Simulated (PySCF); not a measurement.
# C3H6FNSi: electronic excitations at several levels of theory

Aim: compute the electronic excitations of C3H6FNSi (`C=N/C=C\[SiH2]F`) at several levels, and see how far they spread and what each costs.

Programs: PySCF 2.14.0, with density-fitted response routines of our own. Each step states its level of theory. These are calculated values for one molecule in the gas phase, unless marked as measured. Atoms count from 0, in the outputs and in this text.

### 1 Starting geometry

12 atoms, charge 0, multiplicity 1; geometry from: PBE0-D3(BJ)/def2-SVP.

Bonds of the start (Å): C0–N1 1.27, N1–C2 1.39, C2–C3 1.34, C3–Si4 1.87, Si4–F5 1.63, C0–H6 1.10, C0–H7 1.11, C2–H8 1.10, C3–H9 1.09, Si4–H10 1.49, Si4–H11 1.49.

### 2 Excited states and response: PBE0/def2-SVP

The job: settings as JSON, then the geometry in Å.

```
{"job": {"kind": "uv", "xc": "PBE0", "basis": "def2-SVP"}, "charge": 0, "multiplicity": 1}
C      2.116371    -0.926877    -0.379398
N      0.923486    -0.548574    -0.165787
C      0.623531     0.810895    -0.101348
C     -0.655812     1.147301     0.123869
Si    -1.866338    -0.264914     0.324561
F     -3.331097     0.416635     0.575529
H      2.344536    -1.999303    -0.425787
H      2.954839    -0.218680    -0.520996
H      1.438654     1.542022    -0.237256
H     -0.947239     2.200539     0.181708
H     -1.987892    -1.089940    -0.907189
H     -1.573755    -1.097447     1.522123
```

With the program's defaults for keys left out, this is: TDDFT PBE0/def2-SVP, vertical, gas phase, core orbitals frozen in the response.

Started as:

```
> OMP_NUM_THREADS=1 python probes_run.py task.json out
```

This one command runs all jobs of the session in turn.

Output:

```text
coarse grid: 10752 points
cycle   1  E = -561.1626566976  dE =  5.093e-01  |g| = 6.020e-01  |ddm| = 3.581e+00
cycle   2  E = -561.0715552762  dE =  9.110e-02  |g| = 9.233e-01  |ddm| = 1.552e+00
cycle   3  E = -561.2335366354  dE = -1.620e-01  |g| = 7.984e-02  |ddm| = 9.782e-01
cycle   4  E = -561.2346529505  dE = -1.116e-03  |g| = 5.033e-02  |ddm| = 1.112e-01
cycle   5  E = -561.2352324514  dE = -5.795e-04  |g| = 1.258e-02  |ddm| = 5.213e-02
cycle   6  E = -561.2352697070  dE = -3.726e-05  |g| = 2.046e-03  |ddm| = 1.573e-02
cycle   7  E = -561.2352707419  dE = -1.035e-06  |g| = 6.660e-04  |ddm| = 2.936e-03
final grid: 100384 points
cycle   8  E = -561.3053782611  dE = -1.427e-05  |g| = 5.408e-03  |ddm| = 2.046e-02
cycle   9  E = -561.3053727326  dE =  5.529e-06  |g| = 7.292e-03  |ddm| = 1.508e-02
cycle  10  E = -561.3053858708  dE = -1.314e-05  |g| = 1.610e-03  |ddm| = 8.886e-03
cycle  11  E = -561.3053864865  dE = -6.158e-07  |g| = 1.050e-04  |ddm| = 1.342e-03
cycle  12  E = -561.3053864873  dE = -7.527e-10  |g| = 8.136e-05  |ddm| = 1.937e-04
cycle  13  E = -561.3053864891  dE = -1.807e-09  |g| = 2.072e-05  |ddm| = 9.578e-05
cycle  14  E = -561.3053864892  dE = -9.686e-11  |g| = 6.024e-06  |ddm| = 2.042e-05
converged SCF energy = -561.3053864892

Static polarisability (au): isotropic 64.949, principal 39.461 58.656 96.729

Singlet excitations
state   eV       nm        f      main configurations
  1   4.3984    281.9   0.00015   H-1->L 0.98
  2   5.4930    225.7   0.32924   H->L 0.91
  3   6.0971    203.3   0.00392   H-3->L 0.96
  4   6.6269    187.1   0.17282   H-2->L 0.92
  5   7.0217    176.6   0.00094   H-1->L+1 0.96
  6   7.3872    167.8   0.05165   H->L+1 0.83, H-4->L 0.13
  7   7.6467    162.1   0.00397   H->L+2 0.98
  8   8.0223    154.5   0.00048   H-5->L 0.52, H-6->L 0.26, H-8->L 0.19
  9   8.2677    150.0   0.21288   H-1->L+2 0.92
 10   8.3219    149.0   0.00046   H->L+3 0.93

Triplet excitations (Tamm-Dancoff, eV): 3.1227 3.8940 5.3421 5.5567
```

Wall time 12 s (1 thread of Arm Neoverse V1, shared host); peak memory 0.59 GiB.

Frontier orbitals and where they lie:

```tsv
orbital	eV	atoms
HOMO−3	-9.29	C3 32 %, Si4 21 %, F5 15 %
HOMO−2	-9.22	Si4 28 %, H11 21 %, H10 20 %
HOMO−1	-8.00	N1 59 %, H7 7 %, C2 7 %
HOMO	-7.62	C3 36 %, C2 26 %, C0 18 %
LUMO	-1.76	C0 37 %, C3 26 %, N1 15 %
LUMO+1	0.81	C2 31 %, N1 27 %, C0 15 %
LUMO+2	1.42	Si4 69 %, F5 6 %, H9 5 %
```

With each of the 10 states as a Gaussian band of 0.4 eV half-width at 1/e, the curve within the window shown has maxima at 226 nm (ε 13,000), 187 nm (ε 7,100), 150 nm (ε 8,700) L/(mol cm). Beyond the last state computed it falls off for lack of states. The curve at chosen wavelengths:

| nm | ε (L/mol/cm) |
| --- | --- |
| 144 | 3948 |
| 151 | 8586 |
| 159 | 3144 |
| 166 | 2385 |
| 173 | 2727 |
| 180 | 4960 |
| 188 | 7066 |
| 195 | 4775 |
| 202 | 2729 |
| 210 | 4914 |
| 217 | 9799 |
| 224 | 13176 |
| 231 | 12170 |
| 239 | 7567 |
| 246 | 3784 |
| 253 | 1531 |
| 260 | 521 |
| 268 | 131 |
| 275 | 38 |
| 282 | 14 |
| 290 | 7 |
| 297 | 5 |
| 304 | 3 |
| 311 | 2 |
| 319 | 1 |
| 326 | 1 |

Ground-state properties from the same run:

```tsv
property	computed
dipole moment (D)	3.82
polarisability (Å³)	9.62
HOMO–LUMO gap (eV)	5.86
−ε(HOMO) (eV)	7.62
```

### 3 Excited states and response: PBE0/def2-TZVP

The job, as its differences from that of step 2:

```diff
@@ -1,2 +1,2 @@
-{"job": {"kind": "uv", "xc": "PBE0", "basis": "def2-SVP"}, "charge": 0, "multiplicity": 1}
+{"job": {"kind": "uv", "xc": "PBE0", "basis": "def2-TZVP"}, "charge": 0, "multiplicity": 1}
 C      2.116371    -0.926877    -0.379398
```

With the program's defaults for keys left out, this is: TDDFT PBE0/def2-TZVP, vertical, gas phase, core orbitals frozen in the response.

Output:

```text
coarse grid: 10752 points
cycle   1  E = -561.6586911841  dE =  5.305e-01  |g| = 6.244e-01  |ddm| = 2.672e+00
cycle   2  E = -561.5551412618  dE =  1.035e-01  |g| = 9.986e-01  |ddm| = 1.293e+00
cycle   3  E = -561.7300162474  dE = -1.749e-01  |g| = 8.638e-02  |ddm| = 8.706e-01
cycle   4  E = -561.7311835825  dE = -1.167e-03  |g| = 5.234e-02  |ddm| = 8.118e-02
cycle   5  E = -561.7317555495  dE = -5.720e-04  |g| = 1.772e-02  |ddm| = 4.113e-02
cycle   6  E = -561.7318209939  dE = -6.544e-05  |g| = 2.421e-03  |ddm| = 1.557e-02
cycle   7  E = -561.7318223459  dE = -1.352e-06  |g| = 6.785e-04  |ddm| = 2.827e-03
final grid: 100384 points
cycle   8  E = -561.7248016152  dE = -4.258e-05  |g| = 6.368e-03  |ddm| = 5.233e-02
cycle   9  E = -561.7247960096  dE =  5.606e-06  |g| = 8.006e-03  |ddm| = 1.418e-02
cycle  10  E = -561.7248102648  dE = -1.426e-05  |g| = 1.841e-03  |ddm| = 8.049e-03
cycle  11  E = -561.7248110107  dE = -7.458e-07  |g| = 2.509e-04  |ddm| = 1.262e-03
cycle  12  E = -561.7248110202  dE = -9.573e-09  |g| = 1.326e-04  |ddm| = 2.106e-04
cycle  13  E = -561.7248110232  dE = -2.923e-09  |g| = 2.684e-05  |ddm| = 1.013e-04
cycle  14  E = -561.7248110233  dE = -1.314e-10  |g| = 1.215e-05  |ddm| = 2.340e-05
converged SCF energy = -561.7248110233

Static polarisability (au): isotropic 72.217, principal 47.215 65.269 104.166

Singlet excitations
state   eV       nm        f      main configurations
  1   4.3967    282.0   0.00005   H-1->L 0.98
  2   5.3602    231.3   0.33659   H->L 0.93
  3   6.0584    204.6   0.00240   H-3->L 0.95
  4   6.5823    188.4   0.14105   H-2->L 0.95
  5   6.8375    181.3   0.00011   H-1->L+1 0.96
  6   7.0811    175.1   0.05185   H->L+1 0.88
  7   7.2171    171.8   0.00276   H->L+2 0.98
  8   7.8715    157.5   0.21064   H-1->L+2 0.90
  9   7.9141    156.7   0.00261   H->L+3 0.86
 10   7.9566    155.8   0.00392   H-5->L 0.66, H-6->L 0.13, H-8->L 0.09

Triplet excitations (Tamm-Dancoff, eV): 3.1148 3.9090 5.2503 5.5165
```

It took 32 s on 1 thread of Arm Neoverse V1, shared host; peak memory 0.88 GiB.

Key values: HOMO -7.64 eV, LUMO -1.86 eV; lowest singlet 4.40 eV.

### 4 Ultraviolet spectrum: PBE0/aug-cc-pVDZ

The job, as its differences from that of step 3:

```diff
@@ -1,2 +1,2 @@
-{"job": {"kind": "uv", "xc": "PBE0", "basis": "def2-TZVP"}, "charge": 0, "multiplicity": 1}
+{"job": {"kind": "uv", "xc": "PBE0", "basis": "aug-cc-pVDZ"}, "charge": 0, "multiplicity": 1}
 C      2.116371    -0.926877    -0.379398
```

With the program's defaults for keys left out, this is: TDDFT PBE0/aug-cc-pVDZ, vertical, gas phase, core orbitals frozen in the response.

Output:

```text
coarse grid: 10752 points
cycle   1  E = -561.5537201940  dE =  5.744e-01  |g| = 5.667e-01  |ddm| = 9.480e+00
cycle   2  E = -561.4591099870  dE =  9.461e-02  |g| = 9.104e-01  |ddm| = 2.675e+00
cycle   3  E = -561.6185879999  dE = -1.595e-01  |g| = 7.857e-02  |ddm| = 1.394e+00
cycle   4  E = -561.6197506391  dE = -1.163e-03  |g| = 4.559e-02  |ddm| = 2.278e-01
cycle   5  E = -561.6202055785  dE = -4.549e-04  |g| = 1.432e-02  |ddm| = 8.039e-02
cycle   6  E = -561.6202522692  dE = -4.669e-05  |g| = 2.265e-03  |ddm| = 3.465e-02
cycle   7  E = -561.6202535688  dE = -1.300e-06  |g| = 6.374e-04  |ddm| = 5.966e-03
final grid: 100384 points
cycle   8  E = -561.6325431176  dE = -1.954e-05  |g| = 5.949e-03  |ddm| = 1.701e-01
cycle   9  E = -561.6325366115  dE =  6.506e-06  |g| = 7.911e-03  |ddm| = 3.746e-02
cycle  10  E = -561.6325523898  dE = -1.578e-05  |g| = 1.836e-03  |ddm| = 1.653e-02
cycle  11  E = -561.6325531741  dE = -7.843e-07  |g| = 1.243e-04  |ddm| = 3.168e-03
cycle  12  E = -561.6325531757  dE = -1.640e-09  |g| = 8.601e-05  |ddm| = 3.880e-04
cycle  13  E = -561.6325531777  dE = -2.009e-09  |g| = 2.732e-05  |ddm| = 2.050e-04
cycle  14  E = -561.6325531779  dE = -1.853e-10  |g| = 4.252e-06  |ddm| = 6.448e-05
converged SCF energy = -561.6325531779

Static polarisability (au): isotropic 76.568, principal 52.458 69.596 107.651

Singlet excitations
state   eV       nm        f      main configurations
  1   4.3903    282.4   0.00002   H-1->L 0.98
  2   5.3085    233.6   0.33188   H->L 0.93
  3   6.0717    204.2   0.00184   H-3->L 0.95
  4   6.5664    188.8   0.12301   H-2->L 0.94
  5   6.5801    188.4   0.00023   H->L+1 0.92
  6   6.7149    184.6   0.00041   H-1->L+2 0.93
  7   6.8564    180.8   0.09135   H->L+2 0.86
  8   6.9381    178.7   0.00094   H->L+4 0.71, H->L+3 0.17
  9   6.9710    177.9   0.03006   H->L+3 0.78, H->L+4 0.13
 10   7.0335    176.3   0.03522   H-1->L+1 0.92

Triplet excitations (Tamm-Dancoff, eV): 3.1204 3.9003 5.2284 5.5510
```

Wall time 27 s (1 thread of Arm Neoverse V1, shared host); peak memory 0.79 GiB.

Key values: HOMO -7.64 eV, LUMO -1.89 eV; lowest singlet 4.39 eV.

### 5 TDDFT and polarisability: PBE0/def2-TZVPD

The job, as its differences from that of step 4:

```diff
@@ -1,2 +1,2 @@
-{"job": {"kind": "uv", "xc": "PBE0", "basis": "aug-cc-pVDZ"}, "charge": 0, "multiplicity": 1}
+{"job": {"kind": "uv", "xc": "PBE0", "basis": "def2-TZVPD"}, "charge": 0, "multiplicity": 1}
 C      2.116371    -0.926877    -0.379398
```

Level: TDDFT PBE0/def2-TZVPD, vertical, gas phase, core orbitals frozen in the response.

Output:

```text
coarse grid: 10752 points
cycle   1  E = -561.6599872664  dE =  5.312e-01  |g| = 6.258e-01  |ddm| = 3.639e+00
cycle   2  E = -561.5519321655  dE =  1.081e-01  |g| = 1.012e+00  |ddm| = 1.336e+00
cycle   3  E = -561.7315930823  dE = -1.797e-01  |g| = 8.569e-02  |ddm| = 7.536e-01
cycle   4  E = -561.7327595910  dE = -1.167e-03  |g| = 5.080e-02  |ddm| = 1.085e-01
cycle   5  E = -561.7332918362  dE = -5.322e-04  |g| = 1.832e-02  |ddm| = 4.461e-02
cycle   6  E = -561.7333616367  dE = -6.980e-05  |g| = 2.512e-03  |ddm| = 1.720e-02
cycle   7  E = -561.7333631044  dE = -1.468e-06  |g| = 6.603e-04  |ddm| = 3.832e-03
final grid: 100384 points
cycle   8  E = -561.7263503597  dE = -4.477e-05  |g| = 6.368e-03  |ddm| = 1.923e-01
cycle   9  E = -561.7263447656  dE =  5.594e-06  |g| = 8.000e-03  |ddm| = 1.624e-02
cycle  10  E = -561.7263590249  dE = -1.426e-05  |g| = 1.849e-03  |ddm| = 7.364e-03
cycle  11  E = -561.7263597749  dE = -7.500e-07  |g| = 2.575e-04  |ddm| = 1.335e-03
cycle  12  E = -561.7263597852  dE = -1.026e-08  |g| = 1.346e-04  |ddm| = 3.854e-04
cycle  13  E = -561.7263597882  dE = -3.003e-09  |g| = 2.759e-05  |ddm| = 1.366e-04
cycle  14  E = -561.7263597883  dE = -1.401e-10  |g| = 1.195e-05  |ddm| = 3.557e-05
converged SCF energy = -561.7263597883

Static polarisability (au): isotropic 76.385, principal 52.250 69.612 107.292

Singlet excitations
state   eV       nm        f      main configurations
  1   4.3831    282.9   0.00003   H-1->L 0.98
  2   5.3230    232.9   0.33557   H->L 0.93
  3   6.0450    205.1   0.00191   H-3->L 0.95
  4   6.5598    189.0   0.13351   H-2->L 0.95
  5   6.7502    183.7   0.00009   H-1->L+2 0.95
  6   6.8923    179.9   0.00023   H->L+1 0.87
  7   6.9545    178.3   0.06495   H->L+2 0.88
  8   7.0051    177.0   0.00248   H->L+3 0.88
  9   7.2909    170.1   0.03226   H->L+4 0.89
 10   7.3412    168.9   0.05685   H-1->L+1 0.95

Triplet excitations (Tamm-Dancoff, eV): 3.1106 3.8968 5.2183 5.5062
```

Run time: 48 s. Hardware: 1 thread of Arm Neoverse V1, shared host; peak memory 1.1 GiB.

Key values: HOMO -7.66 eV, LUMO -1.90 eV; lowest singlet 4.38 eV.

### 6 Excited states and response: PBE0/6-31+G*

The job, as its differences from that of step 5:

```diff
@@ -1,2 +1,2 @@
-{"job": {"kind": "uv", "xc": "PBE0", "basis": "def2-TZVPD"}, "charge": 0, "multiplicity": 1}
+{"job": {"kind": "uv", "xc": "PBE0", "basis": "6-31+G*"}, "charge": 0, "multiplicity": 1}
 C      2.116371    -0.926877    -0.379398
```

Level: TDDFT PBE0/6-31+G*, vertical, gas phase, core orbitals frozen in the response.

Output:

```text
coarse grid: 10752 points
cycle   1  E = -561.5710540368  dE =  5.540e-01  |g| = 5.601e-01  |ddm| = 3.516e+00
cycle   2  E = -561.4812060406  dE =  8.985e-02  |g| = 8.915e-01  |ddm| = 1.793e+00
cycle   3  E = -561.6352906441  dE = -1.541e-01  |g| = 7.846e-02  |ddm| = 1.235e+00
cycle   4  E = -561.6364898064  dE = -1.199e-03  |g| = 4.422e-02  |ddm| = 1.269e-01
cycle   5  E = -561.6369191922  dE = -4.294e-04  |g| = 1.404e-02  |ddm| = 5.579e-02
cycle   6  E = -561.6369640379  dE = -4.485e-05  |g| = 2.194e-03  |ddm| = 1.800e-02
cycle   7  E = -561.6369652462  dE = -1.208e-06  |g| = 5.775e-04  |ddm| = 4.508e-03
final grid: 100384 points
cycle   8  E = -561.5923332604  dE = -1.728e-05  |g| = 5.881e-03  |ddm| = 4.920e-02
cycle   9  E = -561.5923272501  dE =  6.010e-06  |g| = 7.772e-03  |ddm| = 1.714e-02
cycle  10  E = -561.5923424960  dE = -1.525e-05  |g| = 1.771e-03  |ddm| = 1.083e-02
cycle  11  E = -561.5923432298  dE = -7.339e-07  |g| = 1.204e-04  |ddm| = 1.821e-03
cycle  12  E = -561.5923432312  dE = -1.388e-09  |g| = 8.715e-05  |ddm| = 2.232e-04
cycle  13  E = -561.5923432331  dE = -1.840e-09  |g| = 2.269e-05  |ddm| = 1.138e-04
cycle  14  E = -561.5923432332  dE = -1.221e-10  |g| = 8.443e-06  |ddm| = 3.259e-05
converged SCF energy = -561.5923432332

Static polarisability (au): isotropic 70.477, principal 46.064 63.013 102.356

Singlet excitations
state   eV       nm        f      main configurations
  1   4.4487    278.7   0.00007   H-1->L 0.98
  2   5.3821    230.4   0.34688   H->L 0.92
  3   6.1459    201.7   0.00259   H-3->L 0.95
  4   6.6549    186.3   0.12899   H-2->L 0.94
  5   6.8253    181.7   0.00057   H-1->L+2 0.58, H->L+1 0.32
  6   6.8490    181.0   0.00026   H->L+1 0.59, H-1->L+2 0.35
  7   6.9685    177.9   0.07643   H->L+2 0.87
  8   7.0417    176.1   0.00122   H->L+3 0.87
  9   7.2631    170.7   0.03584   H->L+4 0.87
 10   7.3404    168.9   0.04220   H-1->L+1 0.93

Triplet excitations (Tamm-Dancoff, eV): 3.1173 3.9606 5.2642 5.6257
```

It took 13 s on 1 thread of Arm Neoverse V1, shared host; peak memory 0.64 GiB.

In short: HOMO -7.65 eV, LUMO -1.85 eV; lowest singlet 4.45 eV.

### 7 Run by run: electronic excitations

Excitations and ground-state properties, with basis size and wall time:

```tsv
run	lowest singlet (eV)	brightest (eV)	f	gap (eV)	α (Å³)	μ (D)	functions	time
PBE0/def2-SVP	4.40	5.49	0.329	5.86	9.62	3.82	118	12 s
PBE0/def2-TZVP	4.40	5.36	0.337	5.78	10.70	3.87	228	32 s
PBE0/aug-cc-pVDZ	4.39	5.31	0.332	5.75	11.35	3.91	196	27 s
PBE0/def2-TZVPD	4.38	5.32	0.336	5.76	11.32	3.90	285	48 s
PBE0/6-31+G*	4.45	5.38	0.347	5.79	10.44	4.04	124	13 s
```

### 8 Summary of results

| quantity | value |
| --- | --- |
| lowest singlet (PBE0/def2-SVP) | 4.40 eV (282 nm), f = 0.000 |
| brightest single state of those computed | state 2, 5.49 eV, f = 0.329 |
| lowest triplet | 3.12 eV |
| range of the lowest singlet | 4.38 to 4.45 eV |

In words: Single values in the summary come from the first sound run of each kind (PBE0/def2-SVP), which need not be the best level. The lowest singlet, at 4.40 eV, is HOMO−1→LUMO 0.98 and is dark; of the 10 states computed, the strongest absorption comes from state 2 at 5.49 eV. The lowest triplet lies 1.28 eV below the lowest singlet (triplets in Tamm-Dancoff, singlets in full TDDFT). The lowest singlet runs from 4.38 eV (PBE0/def2-TZVPD) to 4.45 eV (PBE0/6-31+G*), while the orbital gap spans 5.75 to 5.86 eV. The lowest state need not be the same one in every run.
